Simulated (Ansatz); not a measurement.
# AlHSeCl₂: small, medium and large basis sets

Aim: see how fast density functionals converge with the basis set for AlHSeCl₂.

The runs use Ansatz 0.2.0, Gaussian basis; one geometry, several basis sets.

Plan: PBE0-D4/def2-SVP; ωB97M-V/def2-SVP; PBE0-D4/def2-QZVPP; ωB97M-V/def2-QZVPP; the functionals' def2-TZVPP values are taken from earlier runs.

## (1) The geometry

An earlier PBE0-D4/def2-TZVP relaxation fixed the geometry.

SMILES `[Cl][Al]([Cl])[SeH]`, 5 atoms, charge 0, spin multiplicity 1.

Atoms are counted from 1 here; the program's logs count them from 0.

Bond lengths: Cl1–Al2 2.080 Å, Al2–Cl3 2.078 Å, Al2–Se4 2.290 Å, Se4–H5 1.470 Å. Angles: Cl1–Al2–Cl3 119.7°, Cl1–Al2–Se4 121.6°, Cl3–Al2–Se4 118.7°, Al2–Se4–H5 90.4°.

## (2) PBE0-D4 in def2-SVP

in.yaml reads:

```yaml
crystal:
  periodic: [false, false, false]
  atoms:
    - {symbol: Cl, position_ang: [-1.129102, -1.388582, 1.240079]}
    - {symbol: Al, position_ang: [0.378774, -0.407396, 0.195226]}
    - {symbol: Cl, position_ang: [2.327249, -1.125361, 0.281040]}
    - {symbol: Se, position_ang: [-0.051812, 1.460302, -1.058798]}
    - {symbol: H, position_ang: [-1.475208, 1.387438, -0.698949]}
basis:
  gaussian: {orbitals: def2-SVP}
hamiltonian: {xc: pbe0, dispersion: d4}
output: {orbitals: {seedname: orbitals}}
```

Run with:

```console
> ansatz run in.yaml --threads 2 --pin off --events-out ev --progress --plain --max-ram 32768MiB --backend cpu
```

The runs that follow: ωB97M-V in def2-SVP; PBE0-D4 in def2-QZVPP; ωB97M-V in def2-QZVPP.

**Question.** What will the summary of the whole plan be? Wanted: PBE0-D4: double and triple zeta above quadruple; ωB97M-V: double and triple zeta above quadruple.

The runs gave:

| quantity | value |
| --- | --- |
| PBE0-D4: double and triple zeta above quadruple | 21.29, 2.31 eV |
| ωB97M-V: double and triple zeta above quadruple | 21.04, 2.22 eV |

In words: For PBE0-D4 the step from double to triple zeta gains 18.98 eV and the next only 2.31 eV. Total energies overstate the basis error of differences, where much of it tends to cancel. The LUMO of ωB97M-V is positive and keeps falling with the basis (0.84 to 0.32 eV): an unbound level that the basis holds in place.
